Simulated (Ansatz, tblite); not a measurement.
# Ge10H16 hole sphere (BGe8H16P): a ladder of methods and basis sets

How do method and basis change the picture of Ge10H16 hole sphere (BGe8H16P) (singlet)?

Method: as each input shows; program: Ansatz 0.2.0, Gaussian basis.

Plan: GFN1-xTB, GFN2-xTB, PBE-D4/def2-TZVP, r2SCAN-D4/def2-TZVP, BHLYP-D4/def2-TZVP, B2PLYP/def2-TZVP, LC-ωPBE/def2-TZVP, PBE-D4/def2-SVP, PBE0-D4/def2-SVP, MP2/def2-TZVP, RPA/def2-TZVP.

## (1) The relaxed structure

The singlet was relaxed beforehand with PBE-D4/def2-SVP.

26 atoms, charge 0, spin multiplicity 1.

Bond lengths: B1–Ge5 2.051 Å, B1–Ge7 2.071 Å, B1–Ge8 2.071 Å, B1–H11 1.232 Å, Ge2–Ge6 2.451 Å, Ge2–Ge7 2.466 Å, Ge2–Ge9 2.451 Å, Ge2–H12 1.562 Å, P3–Ge5 2.401 Å, P3–Ge6 2.363 Å, P3–Ge10 2.363 Å, P3–H13 1.432 Å, Ge4–Ge8 2.466 Å, Ge4–Ge9 2.451 Å, Ge4–Ge10 2.451 Å, Ge4–H14 1.562 Å, Ge5–H15 1.563 Å, Ge5–H16 1.563 Å and more. Angles: Ge5–B1–Ge7 111.8°, Ge5–B1–Ge8 111.8°, Ge5–B1–H11 104.0°, Ge7–B1–Ge8 113.7°, Ge7–B1–H11 107.4°, Ge8–B1–H11 107.4°, Ge6–Ge2–Ge7 106.8°, Ge6–Ge2–Ge9 102.9°, Ge6–Ge2–H12 103.4°, Ge7–Ge2–Ge9 113.3°, Ge7–Ge2–H12 118.2°, Ge9–Ge2–H12 110.5°, Ge5–P3–Ge6 111.6°, Ge5–P3–Ge10 111.6°, Ge5–P3–H13 110.9°, Ge6–P3–Ge10 109.8°, Ge6–P3–H13 106.4°, Ge10–P3–H13 106.4° and more.

PBE0-D4/def2-TZVP was run before; its log isn't repeated, and its numbers join the tables.

## (2) GFN1-xTB

Tight binding, by tblite at 300 K electronic temperature and without a spin-polarisation term:

```python
tblite.interface.Calculator('GFN1-xTB', numbers, positions, charge=0, uhf=0).singlepoint()
```

Energy -710.2209 eV, HOMO -11.50 eV, LUMO -7.84 eV; 0.079 s.

## (3) GFN2-xTB

Tight binding, by tblite at 300 K electronic temperature and without a spin-polarisation term:

```python
tblite.interface.Calculator('GFN2-xTB', numbers, positions, charge=0, uhf=0).singlepoint()
```

Energy -745.5395 eV, HOMO -10.13 eV, LUMO -5.88 eV; 0.064 s.

## (4) PBE-D4/def2-TZVP

start.molden holds the orbitals of an earlier run on this state, given as this run's starting guess.

in.yaml reads:

```yaml
crystal:
  periodic: [false, false, false]
  atoms:
    - {symbol: B, position_ang: [-1.340661, 1.341418, -1.345566]}
    - {symbol: Ge, position_ang: [1.390335, -1.273636, -1.487329]}
    - {symbol: P, position_ang: [-1.272758, -1.240265, 1.240542]}
    - {symbol: Ge, position_ang: [1.386369, 1.491335, 1.273118]}
    - {symbol: Ge, position_ang: [-2.575510, 0.183685, -0.187095]}
    - {symbol: Ge, position_ang: [0.077914, -2.722901, -0.009854]}
    - {symbol: Ge, position_ang: [-0.212327, 0.195912, -2.651282]}
    - {symbol: Ge, position_ang: [-0.215431, 2.650650, -0.201022]}
    - {symbol: Ge, position_ang: [2.845782, -0.073894, 0.078046]}
    - {symbol: Ge, position_ang: [0.074124, 0.014336, 2.722978]}
    - {symbol: H, position_ang: [-2.115625, 2.017562, -2.023866]}
    - {symbol: H, position_ang: [2.220299, -2.283691, -2.343030]}
    - {symbol: H, position_ang: [-2.119897, -2.056935, 2.057364]}
    - {symbol: H, position_ang: [2.213545, 2.349768, 2.283146]}
    - {symbol: H, position_ang: [-3.461153, -0.923615, -0.845354]}
    - {symbol: H, position_ang: [-3.462782, 0.842877, 0.918365]}
    - {symbol: H, position_ang: [-0.979218, -3.643459, -0.685636]}
    - {symbol: H, position_ang: [0.824152, -3.545137, 1.082567]}
    - {symbol: H, position_ang: [-1.013005, -0.801708, -3.551883]}
    - {symbol: H, position_ang: [0.705447, 1.006054, -3.621034]}
    - {symbol: H, position_ang: [0.702568, 3.619769, -1.011692]}
    - {symbol: H, position_ang: [-1.018592, 3.552376, 0.793581]}
    - {symbol: H, position_ang: [3.913601, 0.725043, -0.720755]}
    - {symbol: H, position_ang: [3.596927, -1.039761, 1.046659]}
    - {symbol: H, position_ang: [-0.985204, 0.689825, 3.641227]}
    - {symbol: H, position_ang: [0.821098, -1.075630, 3.547793]}
basis:
  gaussian: {orbitals: def2-TZVP, fitting: {mean_field: def2-universal-jkfit}, initial_orbitals: start.molden}
hamiltonian: {xc: pbe, dispersion: d4}
scf: {omitted_lower_state_checks: [starts]}
output: {forces: true, orbitals: {seedname: orbitals}}
```

The run is started by

```bash
ansatz run in.yaml --threads 2 --pin off --events-out ev --progress --plain --max-ram 32768MiB --backend cuda --devices 0, --max-vram 18GiB
```

What it wrote (excerpt; [...] marks lines left out):

```text
Functional definition: PBE
  name "PBE"
  cite "Perdew, Burke & Ernzerhof, Phys. Rev. Lett. 77, 3865 (1996) doi:10.1103/PhysRevLett.77.3865"
  parent pbe
[...]
2619 factors; integrals over basis functions are off by at most 6.3e-1 eV
[...]
mean field -462301.27904116 eV, -16989.2586457010 hartree, gradient 2.2e-5 eV, S^2 0.000000; 0 other end points of the search recorded, 0 dependent functions left out
[...]
reference -462301.27911726 eV, -16989.2586484976 hartree; 146, 146 occupied and 402, 402 virtual orbitals, 2619 factors
Total energy: -462302.67126234 eV, -16989.3098088858 hartree
Atom 0 at    -1.340661     1.341418    -1.345566 Å, force    -0.151898     0.132366    -0.132559 eV/Å
Atom 1 at     1.390335    -1.273636    -1.487329 Å, force     0.016796    -0.051276     0.011115 eV/Å
Atom 2 at    -1.272758    -1.240265     1.240542 Å, force    -0.043128    -0.065934     0.065447 eV/Å
Atom 3 at     1.386369     1.491335     1.273118 Å, force     0.016719    -0.010513     0.051491 eV/Å
Atom 4 at    -2.575510     0.183685    -0.187095 Å, force    -0.019110    -0.034047     0.034017 eV/Å
Atom 5 at     0.077914    -2.722901    -0.009854 Å, force    -0.071379     0.000455     0.073855 eV/Å
Atom 6 at    -0.212327     0.195912    -2.651282 Å, force     0.017214     0.017376    -0.028358 eV/Å
Atom 7 at    -0.215431     2.650650    -0.201022 Å, force     0.017346     0.028524    -0.017253 eV/Å
[...]
Atom 10 at    -2.115625     2.017562    -2.023866 Å, force     0.174819    -0.153779     0.154133 eV/Å
Atom 11 at     2.220299    -2.283691    -2.343030 Å, force    -0.033224     0.046795     0.028506 eV/Å
Atom 12 at    -2.119897    -2.056935     2.057364 Å, force     0.104734     0.103403    -0.103492 eV/Å
Atom 13 at     2.213545     2.349768     2.283146 Å, force    -0.032920    -0.028481    -0.047058 eV/Å
Atom 14 at    -3.461153    -0.923615    -0.845354 Å, force     0.025942     0.032526     0.024715 eV/Å
Atom 15 at    -3.462782     0.842877     0.918365 Å, force     0.026048    -0.024707    -0.032665 eV/Å
Atom 16 at    -0.979218    -3.643459    -0.685636 Å, force     0.047938     0.030700     0.023113 eV/Å
Atom 17 at     0.824152    -3.545137     1.082567 Å, force    -0.025957     0.026138    -0.052350 eV/Å
Atom 18 at    -1.013005    -0.801708    -3.551883 Å, force     0.032705     0.037922     0.037808 eV/Å
Atom 19 at     0.705447     1.006054    -3.621034 Å, force    -0.032263    -0.026261     0.026426 eV/Å
Atom 20 at     0.702568     3.619769    -1.011692 Å, force    -0.032391    -0.026482     0.026308 eV/Å
Atom 21 at    -1.018592     3.552376     0.793581 Å, force     0.032839    -0.037876    -0.037838 eV/Å
Atom 22 at     3.913601     0.725043    -0.720755 Å, force    -0.009920    -0.019724     0.019857 eV/Å
Atom 23 at     3.596927    -1.039761     1.046659 Å, force    -0.051121     0.053644    -0.053978 eV/Å
Atom 24 at    -0.985204     0.689825     3.641227 Å, force     0.048145    -0.022924    -0.030720 eV/Å
Atom 25 at     0.821098    -1.075630     3.547793 Å, force    -0.026105     0.052124    -0.026194 eV/Å
Dipole moment:    -0.038722    -0.566042     0.566893 e Å
Checks for a lower state left out: starts
```

Wall time 10 s (1 × H100 (card shared with other runs) with 2 threads of AMD EPYC 7R13, shared host); peak host memory 1.1 GiB.

Report: HOMO -6.09 eV, LUMO -1.90 eV.

## (5) r2SCAN-D4/def2-TZVP

in.yaml: that of step 4 with these lines changed.

```diff
@@ -31,3 +31,3 @@
   gaussian: {orbitals: def2-TZVP, fitting: {mean_field: def2-universal-jkfit}, initial_orbitals: start.molden}
-hamiltonian: {xc: pbe, dispersion: d4}
+hamiltonian: {xc: r2scan, dispersion: d4}
 scf: {omitted_lower_state_checks: [starts]}
```

The command is unchanged.

What it wrote (excerpt; [...] marks lines left out):

```text
Functional definition: r2SCAN
  name "r2SCAN"
  cite "Furness, Kaplan, Ning, Perdew & Sun, J. Phys. Chem. Lett. 11, 8208 (2020) doi:10.1021/acs.jpclett.0c02405"
  cite "Furness, Kaplan, Ning, Perdew & Sun, J. Phys. Chem. Lett. 11, 9248 (2020) doi:10.1021/acs.jpclett.0c03077"
  parent r2scan
[...]
2619 factors; integrals over basis functions are off by at most 6.3e-1 eV
[...]
mean field -462373.16287027 eV, -16991.9003276960 hartree, gradient 1.8e-5 eV, S^2 0.000000; 0 other end points of the search recorded, 0 dependent functions left out
[...]
reference -462373.16289188 eV, -16991.9003284904 hartree; 146, 146 occupied and 402, 402 virtual orbitals, 2619 factors
Total energy: -462373.52289485 eV, -16991.9135583554 hartree
Atom 0 at    -1.340661     1.341418    -1.345566 Å, force    -0.209951     0.177069    -0.177386 eV/Å
[...]
Atom 17 at     0.824152    -3.545137     1.082567 Å, force    -0.124893     0.137106    -0.210480 eV/Å
Atom 18 at    -1.013005    -0.801708    -3.551883 Å, force     0.133215     0.173539     0.152244 eV/Å
Atom 19 at     0.705447     1.006054    -3.621034 Å, force    -0.161388    -0.129186     0.150524 eV/Å
Atom 20 at     0.702568     3.619769    -1.011692 Å, force    -0.161539    -0.150505     0.129277 eV/Å
Atom 21 at    -1.018592     3.552376     0.793581 Å, force     0.133678    -0.152480    -0.173080 eV/Å
Atom 22 at     3.913601     0.725043    -0.720755 Å, force    -0.154992    -0.131881     0.132009 eV/Å
Atom 23 at     3.596927    -1.039761     1.046659 Å, force    -0.153471     0.184554    -0.185271 eV/Å
Atom 24 at    -0.985204     0.689825     3.641227 Å, force     0.202606    -0.113320    -0.155238 eV/Å
Atom 25 at     0.821098    -1.075630     3.547793 Å, force    -0.125163     0.209920    -0.137521 eV/Å
Dipole moment:    -0.041833    -0.595408     0.596302 e Å
Checks for a lower state left out: starts
```

Wall time 12 s (1 × H100 (card shared with other runs) with 2 threads of AMD EPYC 7R13, shared host); peak host memory 1.1 GiB.

Report: HOMO -6.32 eV, LUMO -1.71 eV.

## (6) BHLYP-D4/def2-TZVP

in.yaml: that of step 5 with these lines changed.

```diff
@@ -31,4 +31,4 @@
   gaussian: {orbitals: def2-TZVP, fitting: {mean_field: def2-universal-jkfit}, initial_orbitals: start.molden}
-hamiltonian: {xc: r2scan, dispersion: d4}
+hamiltonian: {xc: {name: BHLYP}, dispersion: d4}
 scf: {omitted_lower_state_checks: [starts]}
-output: {forces: true, orbitals: {seedname: orbitals}}
+output: {orbitals: {seedname: orbitals}}
```

The command is unchanged.

What it wrote:

```text
Functional definition: BHLYP
  name "BHLYP"
  cite "Becke, J. Chem. Phys. 98, 1372 (1993) doi:10.1063/1.464304"
  cite "Becke, Phys. Rev. A 38, 3098 (1988) doi:10.1103/PhysRevA.38.3098"
  cite "Lee, Yang & Parr, Phys. Rev. B 37, 785 (1988) doi:10.1103/PhysRevB.37.785"
  parameter a = 0.5
  exchange = (1 - a)*b88_x + a*exact_x
  correlation = lyp_c
these checks for a lower state are left out or cut short: starts
2619 factors; integrals over basis functions are off by at most 6.3e-1 eV
mean field evaluation 1: about -462369.9327 eV, gradient 2.2e1 eV
mean field evaluation 2: about -462370.3249 eV, gradient 5.7e-1 eV
mean field evaluation 4: about -462370.3167 eV, gradient 3.3e-2 eV
mean field -462370.31667353 eV, -16991.7957318952 hartree, gradient 3.0e-5 eV, S^2 0.000000; 0 other end points of the search recorded, 0 dependent functions left out
reference -462370.31700503 eV, -16991.7957440775 hartree; 146, 146 occupied and 402, 402 virtual orbitals, 2619 factors
Total energy: -462372.51427790 eV, -16991.8764923662 hartree
Checks for a lower state left out: starts
```

Wall time 15 s (1 × H100 (card shared with other runs) with 2 threads of AMD EPYC 7R13, shared host); peak host memory 1 GiB.

Report: HOMO -7.94 eV, LUMO -0.32 eV.

## (7) B2PLYP/def2-TZVP

in.yaml: that of step 6 with these lines changed.

```diff
@@ -31,4 +31,3 @@
   gaussian: {orbitals: def2-TZVP, fitting: {mean_field: def2-universal-jkfit}, initial_orbitals: start.molden}
-hamiltonian: {xc: {name: BHLYP}, dispersion: d4}
+hamiltonian: {xc: {name: B2PLYP}}
 scf: {omitted_lower_state_checks: [starts]}
-output: {orbitals: {seedname: orbitals}}
```

Same command.

What it wrote (excerpt; [...] marks lines left out):

```text
Functional definition: B2PLYP
  name "B2PLYP"
  cite "Grimme, J. Chem. Phys. 124, 034108 (2006) doi:10.1063/1.2148954"
  cite "Becke, Phys. Rev. A 38, 3098 (1988) doi:10.1103/PhysRevA.38.3098"
  cite "Lee, Yang & Parr, Phys. Rev. B 37, 785 (1988) doi:10.1103/PhysRevB.37.785"
[...]
2619 factors; integrals over basis functions are off by at most 6.3e-1 eV
[...]
mean field -462269.72029524 eV, -16988.0988831796 hartree, gradient 2.8e-6 eV, S^2 0.000000; 0 other end points of the search recorded, 0 dependent functions left out
78 core orbitals not correlated: weight in the atoms' cores, before any rotation towards them, 1.000 or more for the frozen orbitals, at most 0.000 for the correlated occupied ones
reference -462269.72060477 eV, -16988.0988945546 hartree; 68, 68 occupied and 402, 402 virtual orbitals, 2619 factors
second order -77.08681157 eV of doubles, -0.00000000 eV of singles
Total energy: -462290.53404389 eV, -16988.8637743345 hartree
Checks for a lower state left out: starts
```

Run time: 16 s. Hardware: 1 × H100 (card shared with other runs) with 2 threads of AMD EPYC 7R13, shared host; peak host memory 3.4 GiB.

## (8) LC-ωPBE/def2-TZVP

in.yaml: that of step 7 with these lines changed.

```diff
@@ -31,3 +31,4 @@
   gaussian: {orbitals: def2-TZVP, fitting: {mean_field: def2-universal-jkfit}, initial_orbitals: start.molden}
-hamiltonian: {xc: {name: B2PLYP}}
+hamiltonian: {xc: {name: LC-wPBE}}
 scf: {omitted_lower_state_checks: [starts]}
+output: {orbitals: {seedname: orbitals}}
```

Launched as before.

What it wrote (excerpt; [...] marks lines left out):

```text
Functional definition: LC-wPBE
  name "LC-wPBE"
  cite "Vydrov & Scuseria, J. Chem. Phys. 125, 234109 (2006) doi:10.1063/1.2409292"
  cite "Heyd & Scuseria, J. Chem. Phys. 120, 7274 (2004) doi:10.1063/1.1668634"
  cite "Ernzerhof & Perdew, J. Chem. Phys. 109, 3313 (1998) doi:10.1063/1.476928"
  cite "Perdew, Burke & Ernzerhof, Phys. Rev. Lett. 77, 3865 (1996) doi:10.1103/PhysRevLett.77.3865"
  parent pbe
[...]
2619 factors; integrals over basis functions are off by at most 6.3e-1 eV
2619 factors; integrals over basis functions are off by at most 1.8e-6 eV
[...]
mean field -462313.04348081 eV, -16989.6909808838 hartree, gradient 5.8e-5 eV, S^2 0.000000; 0 other end points of the search recorded, 0 dependent functions left out
reference -462313.04348082 eV, -16989.6909808843 hartree; 146, 146 occupied and 402, 402 virtual orbitals, 2619 factors
Total energy: -462313.04348082 eV, -16989.6909808843 hartree
Checks for a lower state left out: starts
```

It took 14 s on 1 × H100 (card shared with other runs) with 2 threads of AMD EPYC 7R13, shared host; peak host memory 1.1 GiB.

Report: HOMO -9.38 eV, LUMO 0.85 eV.

## (9) PBE-D4/def2-SVP

in.yaml: that of step 8 with these lines changed.

```diff
@@ -30,4 +30,4 @@
 basis:
-  gaussian: {orbitals: def2-TZVP, fitting: {mean_field: def2-universal-jkfit}, initial_orbitals: start.molden}
-hamiltonian: {xc: {name: LC-wPBE}}
+  gaussian: {orbitals: def2-SVP, initial_orbitals: start.molden}
+hamiltonian: {xc: pbe, dispersion: d4}
 scf: {omitted_lower_state_checks: [starts]}
```

Same command.

What it wrote:

```text
Functional definition: PBE
  name "PBE"
  cite "Perdew, Burke & Ernzerhof, Phys. Rev. Lett. 77, 3865 (1996) doi:10.1103/PhysRevLett.77.3865"
  parent pbe
  parameter kappa = 0.804
  parameter beta = 0.06672455060314922
  exchange = pbe_x(kappa = kappa, mu = beta*pi^2/3)
  correlation = pbe_c(beta = beta)
these checks for a lower state are left out or cut short: starts
4097 factors; their error is unknown
mean field evaluation 1: about -462240.0651 eV, gradient 1.7e1 eV
mean field evaluation 2: about -462240.5319 eV, gradient 4.6e-1 eV
mean field evaluation 4: about -462240.2465 eV, gradient 1.1e-3 eV
mean field -462240.24648256 eV, -16987.0157405417 hartree, gradient 9.5e-6 eV, S^2 0.000000; 0 other end points of the search recorded, 0 dependent functions left out
reference -462240.24654936 eV, -16987.0157429965 hartree; 146, 146 occupied and 222, 222 virtual orbitals, 4097 factors
Total energy: -462241.63869444 eV, -16987.0669033846 hartree
Checks for a lower state left out: starts
```

It took 9.5 s on 1 × H100 (card shared with other runs) with 2 threads of AMD EPYC 7R13, shared host; peak host memory 1.1 GiB.

From the report: HOMO -6.03 eV, LUMO -1.82 eV.

## (10) PBE0-D4/def2-SVP

in.yaml: that of step 9 with these lines changed.

```diff
@@ -31,3 +31,3 @@
   gaussian: {orbitals: def2-SVP, initial_orbitals: start.molden}
-hamiltonian: {xc: pbe, dispersion: d4}
+hamiltonian: {xc: pbe0, dispersion: d4}
 scf: {omitted_lower_state_checks: [starts]}
```

Same command.

What it wrote:

```text
Functional definition: PBE0
  name "PBE0"
  cite "Adamo & Barone, J. Chem. Phys. 110, 6158 (1999) doi:10.1063/1.478522"
  cite "Perdew, Burke & Ernzerhof, Phys. Rev. Lett. 77, 3865 (1996) doi:10.1103/PhysRevLett.77.3865"
  parent pbe
  parameter a = 0.25
  parameter kappa = 0.804
  parameter beta = 0.06672455060314922
  exchange = (1 - a)*pbe_x(kappa = kappa, mu = beta*pi^2/3) + a*exact_x
  correlation = pbe_c(beta = beta)
these checks for a lower state are left out or cut short: starts
3646 factors; integrals over basis functions are off by at most 1.1e-3 eV
mean field evaluation 1: about -462253.7185 eV, gradient 6.4e0 eV
mean field evaluation 2: about -462253.7931 eV, gradient 7.1e-2 eV
mean field evaluation 4: about -462253.8770 eV, gradient 5.2e-4 eV
mean field -462253.87695875 eV, -16987.5166513026 hartree, gradient 9.1e-6 eV, S^2 0.000000; 0 other end points of the search recorded, 0 dependent functions left out
reference -462253.87700896 eV, -16987.5166531480 hartree; 146, 146 occupied and 222, 222 virtual orbitals, 3646 factors
Total energy: -462255.12344200 eV, -16987.5624587172 hartree
Checks for a lower state left out: starts
```

It took 12 s on 1 × H100 (card shared with other runs) with 2 threads of AMD EPYC 7R13, shared host; peak host memory 1.1 GiB.

Report: HOMO -7.03 eV, LUMO -1.10 eV.

## (11) MP2/def2-TZVP

in.yaml: that of step 10 with these lines changed.

```diff
@@ -30,4 +30,4 @@
 basis:
-  gaussian: {orbitals: def2-SVP, initial_orbitals: start.molden}
-hamiltonian: {xc: pbe0, dispersion: d4}
+  gaussian: {orbitals: def2-TZVP, initial_orbitals: start.molden}
+correlation: {method: mp2}
 scf: {omitted_lower_state_checks: [starts]}
```

Launched as before.

What it wrote:

```text
Functional definition: HF
  name "HF"
  cite "Fock, Z. Phys. 61, 126 (1930) doi:10.1007/BF01340294"
  parent pbe
  exchange = exact_x
  correlation = 0
these checks for a lower state are left out or cut short: starts
3833 factors; integrals over basis functions are off by at most 8.1e-4 eV
mean field evaluation 1: about -461985.0551 eV, gradient 6.8e1 eV
mean field evaluation 2: about -461988.4479 eV, gradient 3.9e0 eV
mean field evaluation 4: about -461988.9969 eV, gradient 1.2e0 eV
mean field evaluation 8: about -461989.0022 eV, gradient 1.1e-4 eV
mean field -461989.00220208 eV, -16977.7826835335 hartree, gradient 1.3e-6 eV, S^2 0.000000; 0 other end points of the search recorded, 0 dependent functions left out
78 core orbitals not correlated: weight in the atoms' cores, before any rotation towards them, 1.000 or more for the frozen orbitals, at most 0.000 for the correlated occupied ones
reference -461989.00220208 eV, -16977.7826835335 hartree; 68, 68 occupied and 402, 402 virtual orbitals, 3833 factors
second order -62.64574007 eV of doubles, -0.00000000 eV of singles
Total energy: -462051.64794215 eV, -16980.0848720183 hartree
Checks for a lower state left out: starts
```

It took 16 s on 1 × H100 (card shared with other runs) with 2 threads of AMD EPYC 7R13, shared host; peak host memory 1.1 GiB.

Report: Hartree-Fock HOMO -9.28 eV, LUMO 1.81 eV.

## (12) RPA/def2-TZVP

in.yaml: that of step 11 with these lines changed.

```diff
@@ -31,4 +31,4 @@
   gaussian: {orbitals: def2-TZVP, initial_orbitals: start.molden}
-correlation: {method: mp2}
+hamiltonian: {xc: pbe}
+correlation: {method: rpa}
 scf: {omitted_lower_state_checks: [starts]}
-output: {orbitals: {seedname: orbitals}}
```

Launched as before.

What it wrote (excerpt; [...] marks lines left out):

```text
Functional definition: PBE
  name "PBE"
  cite "Perdew, Burke & Ernzerhof, Phys. Rev. Lett. 77, 3865 (1996) doi:10.1103/PhysRevLett.77.3865"
  parent pbe
[...]
3833 factors; integrals over basis functions are off by at most 8.1e-4 eV
[...]
mean field -462301.27201155 eV, -16989.2583873675 hartree, gradient 1.3e-6 eV, S^2 0.000000; 0 other end points of the search recorded, 0 dependent functions left out
78 core orbitals not correlated: weight in the atoms' cores, before any rotation towards them, 1.000 or more for the frozen orbitals, at most 0.000 for the correlated occupied ones
reference -461982.30792072 eV, -16977.5366732312 hartree; 68, 68 occupied and 402, 402 virtual orbitals, 3833 factors
Total energy: -462081.73892642 eV, -16981.1906952940 hartree
Checks for a lower state left out: starts
```

It took 22 s on 1 × H100 (card shared with other runs) with 2 threads of AMD EPYC 7R13, shared host; peak host memory 3.8 GiB.

## (13) Levels side by side

```csv
level,functions,HOMO (eV),LUMO (eV),gap (eV),time
PBE-D4/def2-SVP,368,-6.03,-1.82,4.21,9.5 s
PBE-D4/def2-TZVP,548,-6.09,-1.90,4.18,10 s
r2SCAN-D4/def2-TZVP,548,-6.32,-1.71,4.60,12 s
PBE0-D4/def2-SVP,368,-7.03,-1.10,5.93,12 s
PBE0-D4/def2-TZVP,548,-7.05,-1.17,5.89,13 s
BHLYP-D4/def2-TZVP,548,-7.94,-0.32,7.61,15 s
LC-ωPBE/def2-TZVP,548,-9.38,0.85,10.23,14 s
```

Energy pieces by basis (eV):

```csv
basis,HF,MP2 correlation,total
def2-TZVP,-461989.0022,-62.6457,-462051.6479 (MP2)
```

## (14) Binding energy

Free atoms were run apart at each level; binding is atoms less cluster, divided by the number of atoms, without zero-point or spin-orbit terms.

```csv
level,binding an atom (eV)
HF/def2-TZVP,2.068
PBE-D4/def2-SVP,2.921
PBE-D4/def2-TZVP,2.919
r2SCAN-D4/def2-TZVP,2.944
PBE0-D4/def2-SVP,2.916
PBE0-D4/def2-TZVP,2.913
BHLYP-D4/def2-TZVP,2.873
LC-ωPBE/def2-TZVP,2.865
MP2/def2-TZVP,2.821
```

## (15) Summary of results

| quantity | value |
| --- | --- |
| gap in def2-TZVP, named functionals, smallest and largest | 4.18 eV (PBE-D4), 10.23 eV (LC-ωPBE) |
| correlation energy, MP2/def2-TZVP | -62.65 eV |
| binding an atom, functionals in def2-TZVP | 2.87 (LC-ωPBE) to 2.94 eV (r2SCAN-D4) |
| PBE0 total energy, smallest basis above largest | 60.73 eV (def2-SVP, def2-TZVP) |

In words: Orbital gaps of the named functionals in def2-TZVP span 4.18 eV (PBE-D4) to 10.23 eV (LC-ωPBE); exact exchange widens it.

The slowest run with a step of its own, RPA/def2-TZVP, took 22 s; the quickest functional in def2-TZVP took 10 s (shared host).
